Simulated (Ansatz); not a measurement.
# MgCd3Se4: the cost of one run

Computed with Ansatz 0.2.0 (DFT PBE, scalar-relativistic, plane waves, PAW, unless a step names another level, unless a step's input says otherwise).

1 further run of the same task is left out (it didn't finish). Runs told in other sessions of the task aren't counted.

### 1 The structure to begin with

It takes space group I-42m (No. 121, tetragonal). Conventional cell: a = 6.145 Å, b = 6.145 Å, c = 12.286 Å, α = 90.00°, β = 90.00°, γ = 90.00°. Mg (site symmetry -42m) has 4 Se at 2.60 Å in its first shell of neighbours. Cd (site symmetry -4) is surrounded by 4 Se at 2.68 Å. Cd (site symmetry -42m) is surrounded by 4 Se at 2.68 Å. Se (site symmetry m) is surrounded by 1 Mg at 2.60 Å and 3 Cd at 2.68 Å.

Coordinates:

```xyz
8
Lattice="-3.0724 3.0724 6.1428 3.0724 -3.0724 6.1428 3.0724 3.0724 -6.1428" Properties=species:S:1:pos:R:3 pbc="T T T"
Mg    0.0000    0.0000    0.0000
Cd    3.0724    0.0000    3.0714
Cd    0.0000    3.0724    3.0714
Cd    0.0000    0.0000    6.1428
Se   -1.5721    1.5721    7.6455
Se    1.5721   -1.5721    7.6455
Se    1.5002    1.5002   -1.5028
Se    1.5721    1.5721    4.6400
```

It came out lowest among 24 distinct ends of the trial cells. At a tolerance of 0.02 Å it has space group I-42m (No. 121).

### 2 A stricter relaxation, on the response runs' mesh and smearing

The input, input.yaml:

```yaml
crystal:
  lattice:
    - [-3.0723596378, 3.0723596378, 6.1427542005]
    - [3.0723596378, -3.0723596378, 6.1427542005]
    - [3.0723596378, 3.0723596378, -6.1427542005]
  atoms:
    - { symbol: Mg, position: [0.0, 0.0, 0.0] }
    - { symbol: Cd, position: [0.25, 0.75, 0.5] }
    - { symbol: Cd, position: [0.75, 0.25, 0.5] }
    - { symbol: Cd, position: [0.5, 0.5, 0.0] }
    - { symbol: Se, position: [0.8781716206, 0.3664726272, 0.0] }
    - { symbol: Se, position: [0.3664726272, 0.8781716206, 0.0] }
    - { symbol: Se, position: [0.1218283794, 0.1218283794, 0.4883010066] }
    - { symbol: Se, position: [0.6335273728, 0.6335273728, 0.5116989934] }
basis:
  ecutwfc: 420
kpoints:
  mp_grid: { grid: [6, 6, 6] }
hamiltonian:
  xc: pbe
scf:
  occupations: { method: fixed }
output:
  forces: true
  stress: true
  eigenvalues: true
relax:
  adjacent_minimum: "off"
  f_tol: 0.001
  max_steps: 60
  cell: { stress_tol: 0.01 }
```

Started as:

```bash
ansatz run input.yaml --threads 3 --pin off --max-ram 7680MiB --backend cpu --events-out ev --progress --plain --runs-dir out
```

Q: Estimate wall time and peak memory on 3 threads of Arm Neoverse V1, shared host.

About 75 s, with a peak of 0.89 GiB.
